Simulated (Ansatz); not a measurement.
**CH₆Ge (triplet): wave-function methods side by side at distance Ge1–H5 along a hydrogen transfer = 1.841 Å, cc-pVDZ**

Aim: climb from Hartree-Fock through coupled cluster and multireference methods for CH₆Ge (triplet) at one geometry and basis, and see what each rung misses.

Program: Ansatz 0.2.0, Gaussian basis. Level of theory: cc-pVDZ, core rule «outside noble gas», up to 15 orbitals frozen. These are calculated values, not measurements.

Plan: UHF; CCSD(T) on ROHF; CCSD(T) on UHF; BCCD(T) on ROHF; CISD; CCSDT(Q) on ROHF; CCSDT(Q) on UHF; CASSCF and MRCISD+Q, 4 electrons in 4 orbitals; CASSCF and NEVPT2, 4 electrons in 4 orbitals; CASSCF and MRCISD+Q, 10 electrons in 10 orbitals; CASSCF and NEVPT2, 10 electrons in 10 orbitals.

## (1) What is computed

The geometry derives from fragments relaxed apart (PBE0/def2-TZVP) and kept rigid, so it is no stationary point. A hydrogen atom is moved between rigid fragments. No spin-orbit coupling is included. The filled d shell of Ge may be among the frozen orbitals whatever the setting's name suggests; the logs give the count.

8 atoms, charge 0, spin multiplicity 3.

Atoms are counted from 1 here; the program's logs count them from 0.

Bond lengths: Ge1–H2 1.534 Å, Ge1–H3 1.534 Å, Ge1–H4 1.534 Å, Ge1–H5 1.841 Å, C6–H7 1.079 Å, C6–H8 1.079 Å. Angles: H2–Ge1–H3 109.5°, H2–Ge1–H4 109.5°, H2–Ge1–H5 109.5°, H3–Ge1–H4 109.5°, H3–Ge1–H5 109.5°, H4–Ge1–H5 109.5°, H7–C6–H8 134.8°.

Coordinates:

```xyz
8

Ge   -0.5293    0.0000    0.0000
H    -1.0408    1.4466    0.0000
H    -1.0408   -0.7233    1.2528
H    -1.0408   -0.7233   -1.2528
H     1.3117    0.0000    0.0000
C     2.8117    0.0000    0.0000
H     3.2262    0.0000    0.9962
H     3.2262    0.0000   -0.9962
```

## (2) UHF

Input file in.yaml:

```yaml
crystal:
  periodic: [false, false, false]
  atoms:
    - {symbol: Ge, position_ang: [-0.529309, 0.000000, 0.000000]}
    - {symbol: H, position_ang: [-1.040759, 1.446599, 0.000001]}
    - {symbol: H, position_ang: [-1.040758, -0.723300, 1.252791]}
    - {symbol: H, position_ang: [-1.040759, -0.723299, -1.252792]}
    - {symbol: H, position_ang: [1.311691, 0.000000, 0.000000]}
    - {symbol: C, position_ang: [2.811691, 0.000000, 0.000000]}
    - {symbol: H, position_ang: [3.226160, 0.000000, 0.996161]}
    - {symbol: H, position_ang: [3.226159, 0.000000, -0.996161]}
basis:
  gaussian: {orbitals: cc-pVDZ}
magnetization: {spin_polarized: true, initial_magnetization: 2}
hamiltonian: {xc: hf}
output: {orbitals: {seedname: orbitals}}
```

Run with:

```sh
> ansatz run in.yaml --threads 1 --pin off --events-out ev --progress --plain --max-ram 2816MiB --backend cpu
```

The runs that follow: CCSD(T) on ROHF; CCSD(T) on UHF; BCCD(T) on ROHF; CISD; CCSDT(Q) on ROHF; CCSDT(Q) on UHF; CASSCF and MRCISD+Q, 4 electrons in 4 orbitals; CASSCF and NEVPT2, 4 electrons in 4 orbitals; CASSCF and MRCISD+Q, 10 electrons in 10 orbitals; CASSCF and NEVPT2, 10 electrons in 10 orbitals.

Q: Predict the results of all the runs planned. Wanted: UCCSDT(Q) below the RHF energy; RMP2 from UCCSDT(Q); UMP2 from UCCSDT(Q); RCCSD from UCCSDT(Q); RCCSD(T) from UCCSDT(Q); UCCSD(T) from UCCSDT(Q); RCCSDT(Q) from UCCSDT(Q); NEVPT2 pair from UCCSDT(Q); MRCISD+Q pair from UCCSDT(Q).

As calculated:

| quantity | value |
| --- | --- |
| UCCSDT(Q) below the RHF energy | -8.0170 eV |
| RMP2 from UCCSDT(Q) | +1555.8 meV |
| UMP2 from UCCSDT(Q) | +1601.9 meV |
| RCCSD from UCCSDT(Q) | +213.3 meV |
| RCCSD(T) from UCCSDT(Q) | +41.7 meV |
| UCCSD(T) from UCCSDT(Q) | +41.7 meV |
| RCCSDT(Q) from UCCSDT(Q) | +2.4 meV |
| NEVPT2 pair from UCCSDT(Q) | +1495.6 meV |
| MRCISD+Q pair from UCCSDT(Q) | +89.0 meV |
| MRCISD+Q frontier from UCCSDT(Q) | +44.2 meV |
| levels within 1 kcal/mol (43 meV) | RCCSD(T), UCCSD(T), BCCD(T), RCCSDT, UCCSDT, RCCSDT(Q) |
| T1 diagnostic | 0.027 |

What this shows: RCCSD(T) misses by +41.7 meV, 0.5 % of the correlation energy. Of the multireference levels listed MRCISD+Q frontier comes nearest in total energy (+44.2 meV), which doesn't show that its space is the better one. These misses are within one basis, not against nature; the frozen cores of restricted and unrestricted runs differ, which can shift their rows.
